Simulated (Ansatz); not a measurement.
# CH₇NSn (built from SMILES C[NH][SnH3]; bonds differ from it in a structure shown): a barrier at many levels of theory

Aim: the barrier and energy of one elementary step (H2–H5 formed, H2–N3 broken, N3–H5 broken) from LDA up to coupled cluster, on fixed structures, to see where each rung fails.

The runs use Ansatz 0.2.0, Gaussian basis; single points in def2-TZVPP on PBE0-D4/def2-TZVP structures.

Levels: SPW92, PBE-D4, BLYP-D4, r2SCAN-D4, B97M-V, PBE0-D4, B3LYP-D4, r2SCAN0-D4, BHLYP-D4, CAM-B3LYP-D4, wB97X-V, wB97M-V, B2PLYP, PBE-QIDH, RPA on PBE, Hartree-Fock, MP2, CCSD, CCSD(T). The reference is CCSD(T) at the basis limit, from triple and quadruple zeta. Zero-point energies come from PBE0-D4 vibrations.

Cores are frozen in the correlated methods. Filled d shells of the heavier atoms are correlated. Core potentials replace the inner electrons past krypton, and spin-orbit coupling is left out. B3LYP uses VWN-RPA correlation. B2PLYP carries no dispersion term here.

42 further runs of the same task are left out: 42 set aside as unsound or not needed. Runs told in other sessions of the task aren't counted.

### Step 1. The three structures

Charge 0, multiplicity 1. The folders r, ts and p hold the start, the saddle and the end; their coordinates stand in the first inputs.

```csv
pair,r (Å),ts (Å),p (Å)
H2–H5,1.632,1.046,0.751
H2–N3,1.013,1.120,2.499
N3–H5,1.013,1.844,3.240
```

### Step 2. SPW92/def2-TZVPP

File r/in.yaml:

```yaml
crystal:
  periodic: [false, false, false]
  atoms:
    - {symbol: Sn, position_ang: [-1.247263, -1.645104, 0.322976]}
    - {symbol: H, position_ang: [1.408779, -0.654430, -0.097902]}
    - {symbol: N, position_ang: [0.564353, -0.132822, 0.107093]}
    - {symbol: C, position_ang: [0.343745, 0.923017, -0.881353]}
    - {symbol: H, position_ang: [0.668354, 0.252621, 1.038250]}
    - {symbol: H, position_ang: [-0.476903, -2.062794, 1.874187]}
    - {symbol: H, position_ang: [-2.066075, -0.240729, 1.053149]}
    - {symbol: H, position_ang: [1.178200, 1.626982, -0.940534]}
    - {symbol: H, position_ang: [-0.563706, 1.465166, -0.615501]}
    - {symbol: H, position_ang: [0.190517, 0.468092, -1.860465]}
basis:
  gaussian: {orbitals: def2-TZVPP}
hamiltonian: {xc: lda}
```

File ts/in.yaml:

```yaml
crystal:
  periodic: [false, false, false]
  atoms:
    - {symbol: Sn, position_ang: [-1.202684, -1.423368, 0.423977]}
    - {symbol: H, position_ang: [1.392925, -0.239808, 0.436461]}
    - {symbol: N, position_ang: [0.382215, -0.250826, -0.047069]}
    - {symbol: C, position_ang: [0.245887, 0.854369, -0.986462]}
    - {symbol: H, position_ang: [1.596795, 0.562446, 1.076383]}
    - {symbol: H, position_ang: [-0.646546, -2.485283, 1.666216]}
    - {symbol: H, position_ang: [-2.439907, -0.449220, 1.156921]}
    - {symbol: H, position_ang: [1.143490, 1.474088, -0.951222]}
    - {symbol: H, position_ang: [-0.614826, 1.494495, -0.773453]}
    - {symbol: H, position_ang: [0.142651, 0.463106, -2.001852]}
basis:
  gaussian: {orbitals: def2-TZVPP}
hamiltonian: {xc: lda}
```

File p/in.yaml:

```yaml
crystal:
  periodic: [false, false, false]
  atoms:
    - {symbol: Sn, position_ang: [-1.353662, -1.171673, 0.708642]}
    - {symbol: H, position_ang: [2.421763, 0.099547, 0.796378]}
    - {symbol: N, position_ang: [0.120875, -0.297074, -0.094374]}
    - {symbol: C, position_ang: [-0.051475, 0.829449, -0.978619]}
    - {symbol: H, position_ang: [3.087478, 0.352917, 1.033630]}
    - {symbol: H, position_ang: [-1.041627, -2.486453, 1.730742]}
    - {symbol: H, position_ang: [-3.011198, -0.781459, 0.509575]}
    - {symbol: H, position_ang: [0.518306, 1.684448, -0.590013]}
    - {symbol: H, position_ang: [-1.079014, 1.177341, -1.159277]}
    - {symbol: H, position_ang: [0.388552, 0.592956, -1.956785]}
basis:
  gaussian: {orbitals: def2-TZVPP}
hamiltonian: {xc: lda}
```

One command serves all of them, each in its own folder.

Started as:

```bash
> ansatz run in.yaml --threads 4 --pin off --events-out ev --progress --plain --max-ram 9574MiB
```

The runs that follow: PBE-D4/def2-TZVPP; BLYP-D4/def2-TZVPP; r2SCAN-D4/def2-TZVPP; B97M-V/def2-TZVPP; PBE0-D4/def2-TZVPP; B3LYP-D4/def2-TZVPP; r2SCAN0-D4/def2-TZVPP; BHLYP-D4/def2-TZVPP; CAM-B3LYP-D4/def2-TZVPP; wB97X-V/def2-TZVPP; wB97M-V/def2-TZVPP; B2PLYP/def2-TZVPP; PBE-QIDH/def2-TZVPP; RPA on PBE/def2-TZVPP; CCSD(T)/def2-TZVPP; MP2/def2-QZVPP; SPW92/def2-SVP; PBE-D4/def2-SVP; PBE0-D4/def2-SVP; wB97M-V/def2-SVP; CCSD(T)/def2-SVP; Vibrations of the start structure; Vibrations of the end structure.

**Question.** What will these runs give? Wanted: barrier, CCSD(T)/CBS; reverse barrier, CCSD(T)/CBS; step energy, CCSD(T)/CBS; barrier with zero-point energy; step energy with zero-point energy; imaginary mode at the saddle; largest T1 diagnostic.

The runs gave:

```
                          quantity           value
              barrier, CCSD(T)/CBS   94.9 kcal/mol
      reverse barrier, CCSD(T)/CBS   29.7 kcal/mol
          step energy, CCSD(T)/CBS  +65.2 kcal/mol
    barrier with zero-point energy   87.0 kcal/mol
step energy with zero-point energy  +56.9 kcal/mol
      imaginary mode at the saddle      1055i cm⁻¹
             largest T1 diagnostic           0.025
```

Among the functionals B3LYP-D4 lands nearest to CCSD(T)/CBS (+0.7 kcal/mol) and BHLYP-D4 farthest (+15.4 kcal/mol). Mean unsigned error by rung: LDA 10.9, GGA 9.7, meta-GGA 3.9, hybrid 6.5, range-separated hybrid 12.9, double hybrid 5.5 kcal/mol. The double hybrids carry no dispersion term here, unlike the levels marked D4 or V. PBE-D4 gives a barrier 9.6 kcal/mol too low, outside chemical accuracy (1 kcal/mol). Every functional without exact exchange puts the barrier too low, the usual mark of self-interaction error, which favours the spread-out density of a saddle. The barrier rises with the share of exact exchange, from BLYP-D4 through B3LYP-D4 to BHLYP-D4 (-9.8, +0.7, +15.4 kcal/mol). Hartree-Fock, with no correlation, is off by +36.5 kcal/mol. Zero-point motion lowers the barrier by 7.8 kcal/mol. The restricted Hartree–Fock reference is unstable towards an unrestricted one at one or more of these structures.
